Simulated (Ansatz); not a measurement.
**CH₈GeInN: geometry and vibrations**

Aim: relax CH₈GeInN from a cheap starting geometry, then compute its harmonic vibrations to see whether it is a minimum and to get the zero-point energy and entropy.

Program: Ansatz 0.2.0, Gaussian basis. Level of theory: RKS PBE0-D4/def2-TZVP. These are calculated values, not measurements.

The runs, in order: relaxation at PBE0-D4/def2-TZVP; harmonic vibrations at the same level.

1 further run of the same task is left out (set aside as unsound or not needed).

## (1) Where the work starts

SMILES `[CH3][In]([NH2])[GeH3]`, 12 atoms, charge 0, spin multiplicity 1.

Atoms are counted from 1 here; the program's logs count them from 0.

Bond lengths: C1–In2 2.234 Å, C1–H5 1.089 Å, C1–H6 1.088 Å, C1–H7 1.089 Å, In2–N3 2.047 Å, In2–Ge4 2.629 Å, N3–H8 1.014 Å, N3–H9 1.015 Å, Ge4–H10 1.520 Å, Ge4–H11 1.521 Å, Ge4–H12 1.520 Å. Angles: In2–C1–H5 110.7°, In2–C1–H6 107.8°, In2–C1–H7 110.2°, H5–C1–H6 109.7°, H5–C1–H7 109.2°, H6–C1–H7 109.2°, C1–In2–N3 117.2°, C1–In2–Ge4 129.7°, N3–In2–Ge4 112.3°, In2–N3–H8 117.1°, In2–N3–H9 117.4°, H8–N3–H9 107.0°, In2–Ge4–H10 115.3°, In2–Ge4–H11 118.1°, In2–Ge4–H12 116.4°, H10–Ge4–H11 101.5°, H10–Ge4–H12 101.7°, H11–Ge4–H12 101.4°.

The start is a GFN2-xTB geometry. In takes the def2 core potential; no spin-orbit term is included.

## (2) Relaxation at PBE0-D4/def2-TZVP

Input file in.yaml:

```yaml
crystal:
  periodic: [false, false, false]
  atoms:
    - {symbol: C, position_ang: [-1.815120, 0.889140, 1.214240]}
    - {symbol: In, position_ang: [-0.055040, -0.111550, 0.270120]}
    - {symbol: N, position_ang: [1.223750, -1.120070, 1.510280]}
    - {symbol: Ge, position_ang: [0.883440, 0.098570, -2.177160]}
    - {symbol: H, position_ang: [-2.059410, 1.812040, 0.690840]}
    - {symbol: H, position_ang: [-1.557020, 1.110250, 2.248240]}
    - {symbol: H, position_ang: [-2.679350, 0.226260, 1.193680]}
    - {symbol: H, position_ang: [0.834470, -1.500530, 2.365380]}
    - {symbol: H, position_ang: [1.798830, -1.846910, 1.097620]}
    - {symbol: H, position_ang: [1.890420, -0.966680, -2.579770]}
    - {symbol: H, position_ang: [-0.105250, 0.033230, -3.330590]}
    - {symbol: H, position_ang: [1.640290, 1.376240, -2.502870]}
basis:
  gaussian: {orbitals: def2-TZVP}
hamiltonian: {xc: pbe0, dispersion: d4}
relax: {f_tol: 0.005, max_steps: 150}
```

Launch:

```
$ ansatz run in.yaml --threads 2 --pin off --events-out ev --progress --plain --max-ram 22528MiB --backend cuda --devices 0, --max-vram 18GiB
```

Further steps of the session: Vibrations by finite differences.

**Question.** What will the summary of the whole plan be? Wanted: point group; shift from the start; total energy; dispersion term; dipole moment; lowest, highest wavenumber; zero-point energy.

The runs gave:

| quantity | value |
| --- | --- |
| point group | Cs |
| steps | 39 |
| shift from the start (rms) | 0.369 Å |
| total energy | -64340.8977 eV |
| dispersion term | -190 meV |
| dipole moment | 0.99 D |
| lowest, highest wavenumber | 37, 3709 cm⁻¹ |
| zero-point energy | 217.6 kJ/mol |
| entropy at 298.15 K | 427.6 J/(mol K) |

**Reading.** The atoms moved 0.37 Å (rms) from the start; the bond that changed most is C1–In2, from 2.234 to 2.149 Å. No mode is imaginary: a true minimum at this level. The stiffest mode, 3709 cm⁻¹, is an N–H stretch, and 6 modes under 200 cm⁻¹ make the vibrational entropy uncertain. Harmonic hybrid wavenumbers usually lie a few per cent above measured fundamentals. The largest Mulliken charge, -0.78 e, sits on N3.
